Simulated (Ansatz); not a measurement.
Nb-Ti random alloys, a few random alloy cells with their mixing energies

Computed with Ansatz 0.2.0 through its Python package.

Script `random_alloy_nb.py`:
```python
# -*- coding: utf-8 -*-
from collections import Counter

import ansatz as az
import numpy as np


def bcc(a_site, a):
    return (
        az.Lattice.bcc(a)
        .space_group(229)
        .atom(a_site, (0, 0, 0))
        .primitive()
    )

A_FIRST, A_LAST = 3.33, 3.28


def run_phase(name, crystal):
    calc = (
        crystal.calculation()
        .basis(510)
        .functional("PBEsol")
        .kpoints(spacing=0.33)
        .occupations("gaussian", width=0.1)
        .band_table()
    )
    calc = calc.relax(force_tolerance=0.02, fix_cell=["shape"])
    return calc.run(threads=1)


def volume_per_atom(outcome):
    return abs(np.linalg.det(outcome.lattice.cell_ang)) / len(outcome.lattice.sites)


def counts(outcome):
    return Counter(site.symbol for site in outcome.lattice.sites)

phases = {"Nb": bcc("Nb", A_FIRST), "Ti": bcc("Ti", A_LAST)}
for k in [2]:
    a = A_FIRST + (A_LAST - A_FIRST) * k / 8
    supercell = bcc("Nb", a).supercell(2).resolved()
    for seed in [16]:
        drawn = supercell.site_disorder().occupy("Nb", Nb=8 - k, Ti=k).random(seed=seed)
        phases[f"Nb{8 - k}Ti{k} seed {seed}"] = drawn.crystal

done = {name: run_phase(name, crystal) for name, crystal in phases.items()}

# mixing quantities against the straight line between the end members, both on this lattice
x = {name: counts(o)["Ti"] / (counts(o)["Nb"] + counts(o)["Ti"]) for name, o in done.items()}
first, last = min(x, key=x.get), max(x, key=x.get)
energy = {name: o.report["energy_sigma0_ev"] / len(o.lattice.sites) for name, o in done.items()}
volume = {name: volume_per_atom(o) for name, o in done.items()}
rows = []
for name in sorted(done, key=x.get):
    line = lambda table: (1 - x[name]) * table[first] + x[name] * table[last]
    rows.append((name, x[name], 1000 * (energy[name] - line(energy)), volume[name], 100 * (volume[name] / line(volume) - 1)))
print("      cell       x(Ti)  E_mix (meV/atom)  V (A^3/atom)  excess V (%)")
for row in rows:
    print(f"{str(row[0]):>10}  {row[1]:10.3f}  {row[2]:+16.1f}  {row[3]:12.3f}  {row[4]:+12.2f}")
```

Running `python random_alloy_nb.py` prints:
```text
      cell       x(Ti)  E_mix (meV/atom)  V (A^3/atom)  excess V (%)
        Nb       0.000              +0.0        17.476         +0.00
Nb6Ti2 seed 16       0.250              +1.6        17.246         -0.00
        Ti       1.000              +0.0        16.558         +0.00
```

What to keep in mind:
- Atoms and volume are relaxed with the cell's shape held, which in cells of lower than cubic symmetry can hide stresses and shift volumes.
- Cells of eight mixed sites are far from the random limit, and both end members stand on the same lattice, which need not be their own. Differences under about 40 meV an atom lie within the error of mesh and functional.
- The cells are prototypes set up for this calculation and needn't exist.
- Hardware and time: 100 s on 1 thread of Arm Neoverse V1, with other jobs on the host, peak memory 0.63 GiB.

(A comment or docstring line of the script was reworded after the run, the code is as it ran; lines on the test bed's own set-up are left out of the output.)
